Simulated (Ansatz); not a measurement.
# SnH₄S + HBr: a complex and its separated parts

The complex below is one end of an elementary step. How strongly is it bound against its free parts?

Program: Ansatz 0.2.0, Gaussian basis. Level of theory: PBE0-D4/def2-TZVP structures, single points in def2-TZVPP, no counterpoise correction. These are calculated values, not measurements.

Levels: SPW92, PBE-D4, BLYP-D4, r2SCAN-D4, B97M-V, PBE0-D4, B3LYP-D4, r2SCAN0-D4, BHLYP-D4, CAM-B3LYP-D4, wB97X-V, wB97M-V, B2PLYP, PBE-QIDH, RPA on PBE, Hartree-Fock, MP2, CCSD, CCSD(T).

Cores are frozen in the correlated methods. Filled d shells of the heavier atoms are correlated. Core potentials replace the inner electrons past krypton, and spin-orbit coupling is left out. B3LYP uses VWN-RPA correlation. B2PLYP carries no dispersion term here.

89 further runs of the same task are left out: 1 that didn't finish, 88 set aside as unsound or not needed.

## 1. The system as given

The complex: 8 atoms, charge 0, spin multiplicity 1.

Atoms are counted from 1 here; the program's logs count them from 0.

Bond lengths: Sn1–S2 2.427 Å, Sn1–H3 1.697 Å, Sn1–H4 1.703 Å, Sn1–H5 1.699 Å, S2–H8 1.344 Å, H6–Br7 1.453 Å. Angles: S2–Sn1–H3 104.0°, S2–Sn1–H4 107.9°, S2–Sn1–H5 107.9°, H3–Sn1–H4 112.0°, H3–Sn1–H5 113.1°, H4–Sn1–H5 111.5°, Sn1–S2–H8 94.1°.

As a file:

```xyz
8

Sn   -0.7495   -0.9901    0.0601
S     1.3245   -0.0761    0.9280
H    -0.2826   -1.7842   -1.3654
H    -1.3692   -2.0728    1.2195
H    -1.8153    0.3040   -0.2171
H     1.2265    1.5109   -0.6870
Br    0.9506    2.4190   -1.7873
H     0.7151    0.6893    1.8491
```

Its parts: SnH₄S holds atoms 1, 2, 3, 4, 5, 8; HBr holds atoms 6, 7. Each part counts its atoms afresh in its own runs.

## 2. Relaxing SnH₄S alone

relax-a/in.yaml reads:

```yaml
crystal:
  periodic: [false, false, false]
  atoms:
    - {symbol: Sn, position_ang: [-0.749538, -0.990068, 0.060107]}
    - {symbol: S, position_ang: [1.324463, -0.076058, 0.928042]}
    - {symbol: H, position_ang: [-0.282625, -1.784248, -1.365435]}
    - {symbol: H, position_ang: [-1.369224, -2.072814, 1.219523]}
    - {symbol: H, position_ang: [-1.815334, 0.304018, -0.217126]}
    - {symbol: H, position_ang: [0.715109, 0.689337, 1.849115]}
basis:
  gaussian: {orbitals: def2-TZVP}
hamiltonian: {xc: pbe0, dispersion: d4}
relax: {f_tol: 0.005, max_steps: 200}
```

Launch:

```bash
ansatz run in.yaml --threads 4 --pin off --events-out ev --progress --plain --max-ram 9574MiB
```

The runs that follow: Relaxing HBr alone; SPW92/def2-TZVPP; PBE-D4/def2-TZVPP; BLYP-D4/def2-TZVPP; r2SCAN-D4/def2-TZVPP; B97M-V/def2-TZVPP; PBE0-D4/def2-TZVPP; B3LYP-D4/def2-TZVPP; r2SCAN0-D4/def2-TZVPP; BHLYP-D4/def2-TZVPP; CAM-B3LYP-D4/def2-TZVPP; wB97X-V/def2-TZVPP; wB97M-V/def2-TZVPP; B2PLYP/def2-TZVPP; PBE-QIDH/def2-TZVPP; RPA on PBE/def2-TZVPP; CCSD(T)/def2-TZVPP; Vibrations of SnH₄S; Vibrations of HBr.

Q: Predict the outcome of this session. Wanted: complex less parts, CCSD(T)/def2-TZVPP; with zero-point energy; largest T1 diagnostic.

**Answer**, as computed:

```
                              quantity      value
complex less parts, CCSD(T)/def2-TZVPP  -0.152 eV
                with zero-point energy  -0.101 eV
                 largest T1 diagnostic      0.012
```

In words: At CCSD(T) the complex lies 0.152 eV below its parts. B2PLYP is the best functional here (+0.012 eV from CCSD(T)); SPW92 is the worst (-0.238 eV). Mean unsigned error by rung: LDA 0.238, GGA 0.115, meta-GGA 0.048, hybrid 0.065, range-separated hybrid 0.027, double hybrid 0.017 eV. PBE-D4 gives a relative energy 0.130 eV too low, outside chemical accuracy (1 kcal/mol, 0.043 eV). No counterpoise was applied, and triple zeta lacks some correlation, so the CCSD(T) reference has a basis error of its own, and close matches with it are partly luck.
